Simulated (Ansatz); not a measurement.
# GeH₅OSi radical: a ladder of functionals and wavefunction methods

One table from this session's results is given with a row withheld; the runs are named, their logs left out.

Method: functionals in def2-TZVPP, the program's frozen cores in correlated methods; program: Ansatz 0.2.0, Gaussian basis.

The runs, in order: LDA (SPW92), PBE-D4, revPBE-D4, BLYP-D4, r2SCAN-D4, B97M-V, PBE0-D4, B3LYP-D4, r2SCANh-D4, r2SCAN0-D4, HSE06-D4, BHLYP-D4, CAM-B3LYP-D4, LC-ωPBE, ωB97X-V, ωB97M-V, B2PLYP, PBE-QIDH; CCSD(T)/def2-SVP; CCSD(T)/def2-TZVPP; MP2/def2-QZVPP; extrapolation to the limit; RPA on PBE.

### Structure used throughout

An earlier PBE0-D4 in a triple-zeta def2 set relaxation fixed the geometry.

SMILES `[SiH2][O][GeH3]`, 8 atoms, charge 0, spin multiplicity 2.

Atoms are counted from 1 here; the program's logs count them from 0.

Bond lengths: Si1–O2 1.636 Å, Si1–H4 1.491 Å, Si1–H5 1.498 Å, O2–Ge3 1.780 Å, Ge3–H6 1.538 Å, Ge3–H7 1.536 Å, Ge3–H8 1.532 Å. Angles: O2–Si1–H4 108.0°, O2–Si1–H5 110.7°, H4–Si1–H5 109.9°, Si1–O2–Ge3 134.3°, O2–Ge3–H6 108.3°, O2–Ge3–H7 108.0°, O2–Ge3–H8 105.4°, H6–Ge3–H7 111.2°, H6–Ge3–H8 111.9°, H7–Ge3–H8 111.8°.

Set-up of the first run:

in.yaml reads:

```yaml
crystal:
  periodic: [false, false, false]
  atoms:
    - {symbol: Si, position_ang: [-0.550640, 1.206329, -1.211281]}
    - {symbol: O, position_ang: [-0.346609, -0.291420, -0.586490]}
    - {symbol: Ge, position_ang: [0.665161, -0.969035, 0.712413]}
    - {symbol: H, position_ang: [-1.828759, 1.215526, -1.979875]}
    - {symbol: H, position_ang: [-0.604069, 2.231336, -0.119868]}
    - {symbol: H, position_ang: [0.649638, 0.011791, 1.896330]}
    - {symbol: H, position_ang: [2.086945, -1.150337, 0.160456]}
    - {symbol: H, position_ang: [0.020334, -2.311091, 1.072515]}
basis:
  gaussian: {orbitals: def2-TZVPP}
magnetization: {spin_polarized: true, initial_magnetization: 1}
hamiltonian: {xc: lda}
output: {orbitals: {seedname: orbitals}}
```

Steps of the session up to this table: LDA; PBE-D4 (GGA); revPBE-D4 (GGA); BLYP-D4 (GGA); r2SCAN-D4 (meta-GGA); B97M-V (meta-GGA); PBE0-D4 (hybrid); B3LYP-D4 (hybrid); r2SCANh-D4 (hybrid); r2SCAN0-D4 (hybrid); HSE06-D4 (hybrid); BHLYP-D4 (hybrid); CAM-B3LYP-D4 (range-separated); LC-ωPBE-D4 (range-separated; the results give it without D4); ωB97X-V (range-separated); ωB97M-V (range-separated); B2PLYP (double hybrid); PBE-QIDH (double hybrid).

One table of the session follows, with a row left open; its other results are not shown here.

It belongs to the step «Frontier levels by functional». 

```
  functional  HOMO (eV)  LUMO (eV)  gap (eV)
 LDA (SPW92)      -4.52      -3.30      1.22
      PBE-D4      -4.57      -2.87      1.70
   revPBE-D4      -4.56      -2.73      1.83
     BLYP-D4      -4.37      -2.92      1.45
   r2SCAN-D4      -4.92      -2.39      2.53
      B97M-V      -4.67      -3.17      1.51
     PBE0-D4      -5.72      -1.93      3.80
    B3LYP-D4          ?          ?         ?
  r2SCANh-D4      -5.34      -2.08      3.26
  r2SCAN0-D4      -5.98      -1.64      4.34
    HSE06-D4      -5.32      -2.31      3.01
    BHLYP-D4      -6.70      -1.16      5.54
CAM-B3LYP-D4      -6.94      -1.06      5.88
     LC-ωPBE      -8.37       0.40      8.78
     ωB97X-V      -7.87      -0.17      7.70
     ωB97M-V      -7.49      -0.33      7.16
```

**Question.** Estimate the row for B3LYP-D4.

Worked estimate for «HOMO (eV)». Against the share of exact exchange, BLYP-D4 (0, -4.37), BHLYP-D4 (0.5, -6.70) give a slope of -4.66 per unit share; at 0.2 the line stands at -5.30.

The run gave: HOMO (eV): -5.44; LUMO (eV): -2.35; gap (eV): 3.09. In «HOMO (eV)» the line misses by +0.14.
